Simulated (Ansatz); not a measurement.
# GaH8NO2Si2: up Jacob's ladder to CCSD(T)

One table from this session's results is given with a row withheld; the runs are named, their logs left out.

The runs use Ansatz 0.2.0, Gaussian basis; functionals in def2-TZVPP, the program's frozen cores in correlated methods.

Levels to be run: LDA (SPW92), PBE-D4, revPBE-D4, BLYP-D4, r2SCAN-D4, B97M-V, PBE0-D4, B3LYP-D4, r2SCANh-D4, r2SCAN0-D4, HSE06-D4, BHLYP-D4, CAM-B3LYP-D4, LC-ωPBE, ωB97X-V, ωB97M-V, B2PLYP, PBE-QIDH; CCSD(T)/def2-SVP; MP2/def2-TZVPP; MP2/def2-QZVPP; RPA on PBE.

## The relaxed structure

An earlier PBE0-D4 in a triple-zeta def2 set relaxation fixed the geometry.

SMILES `[NH2][Ga]([O][SiH3])[O][SiH3]`, 14 atoms, charge 0, spin multiplicity 1.

Atoms are counted from 1 here; the program's logs count them from 0.

Bond lengths: N1–Ga2 1.794 Å, N1–H7 1.005 Å, N1–H8 1.005 Å, Ga2–O3 1.771 Å, Ga2–O5 1.771 Å, O3–Si4 1.631 Å, Si4–H9 1.488 Å, Si4–H10 1.491 Å, Si4–H11 1.486 Å, O5–Si6 1.631 Å, Si6–H12 1.486 Å, Si6–H13 1.488 Å, Si6–H14 1.491 Å. Angles: Ga2–N1–H7 121.3°, Ga2–N1–H8 121.3°, H7–N1–H8 112.6°, N1–Ga2–O3 120.4°, N1–Ga2–O5 120.4°, O3–Ga2–O5 119.1°, Ga2–O3–Si4 139.5°, O3–Si4–H9 110.8°, O3–Si4–H10 111.2°, O3–Si4–H11 108.8°, H9–Si4–H10 108.3°, H9–Si4–H11 109.0°, H10–Si4–H11 108.7°, Ga2–O5–Si6 139.5°, O5–Si6–H12 108.8°, O5–Si6–H13 110.8°, O5–Si6–H14 111.2°, H12–Si6–H13 108.9° and more.

Set-up of the first run:

The input, in.yaml:

```yaml
crystal:
  periodic: [false, false, false]
  atoms:
    - {symbol: N, position_ang: [-0.860220, -2.087397, 2.067782]}
    - {symbol: Ga, position_ang: [-0.324743, -0.865355, 0.868460]}
    - {symbol: O, position_ang: [0.266888, -1.369764, -0.722889]}
    - {symbol: Si, position_ang: [0.859395, -0.709736, -2.091756]}
    - {symbol: O, position_ang: [-0.459402, 0.863546, 1.228187]}
    - {symbol: Si, position_ang: [-0.280053, 2.303473, 0.483276]}
    - {symbol: H, position_ang: [-0.631007, -3.060158, 1.959628]}
    - {symbol: H, position_ang: [-1.038324, -1.836070, 3.024660]}
    - {symbol: H, position_ang: [-0.242971, -0.326001, -3.014666]}
    - {symbol: H, position_ang: [1.667785, 0.507622, -1.797069]}
    - {symbol: H, position_ang: [1.728901, -1.707953, -2.767203]}
    - {symbol: H, position_ang: [-1.137358, 3.306393, 1.167186]}
    - {symbol: H, position_ang: [1.135839, 2.757730, 0.543558]}
    - {symbol: H, position_ang: [-0.684729, 2.223680, -0.949153]}
basis:
  gaussian: {orbitals: def2-TZVPP}
hamiltonian: {xc: lda}
output: {orbitals: {seedname: orbitals}}
```

Started as:

```
$ ansatz run in.yaml --threads 4 --pin off --events-out ev --progress --plain --max-ram 11315MiB
```

Among the steps run: LDA; PBE-D4 (GGA); revPBE-D4 (GGA); BLYP-D4 (GGA); r2SCAN-D4 (meta-GGA); B97M-V (meta-GGA); PBE0-D4 (hybrid); B3LYP-D4 (hybrid); r2SCANh-D4 (hybrid); r2SCAN0-D4 (hybrid); HSE06-D4 (hybrid); BHLYP-D4 (hybrid); CAM-B3LYP-D4 (range-separated); LC-ωPBE (range-separated); ωB97X-V (range-separated); ωB97M-V (range-separated); B2PLYP (double hybrid); PBE-QIDH (double hybrid).

One table of the session follows, with a row left open; its other results are not shown here.

It belongs to the step «Frontier levels by functional». 

| functional | HOMO (eV) | gap (eV) |
| --- | --- | --- |
| LDA (SPW92) | -6.63 | 4.50 |
| PBE-D4 | -6.44 | 4.58 |
| revPBE-D4 | -6.37 | 4.64 |
| BLYP-D4 | -6.31 | 4.51 |
| r2SCAN-D4 | -6.75 | 5.23 |
| B97M-V | -6.84 | 5.02 |
| PBE0-D4 | -7.86 | 6.91 |
| B3LYP-D4 | ? | ? |
| r2SCANh-D4 | -7.27 | 6.08 |
| r2SCAN0-D4 | -8.08 | 7.34 |
| HSE06-D4 | -7.45 | 6.14 |
| BHLYP-D4 | -9.18 | 9.07 |
| CAM-B3LYP-D4 | -9.30 | 9.28 |
| LC-ωPBE | -10.72 | 12.01 |
| ωB97X-V | -10.33 | 11.38 |
| ωB97M-V | -10.25 | 11.00 |

Estimate the missing values for B3LYP-D4.

Worked estimate for «HOMO (eV)». Against the share of exact exchange, BLYP-D4 (0, -6.31), BHLYP-D4 (0.5, -9.18) give a slope of -5.74 per unit share; at 0.2 the line stands at -7.46.

As computed: HOMO (eV): -7.61; gap (eV): 6.37. In «HOMO (eV)» the line misses by +0.15.
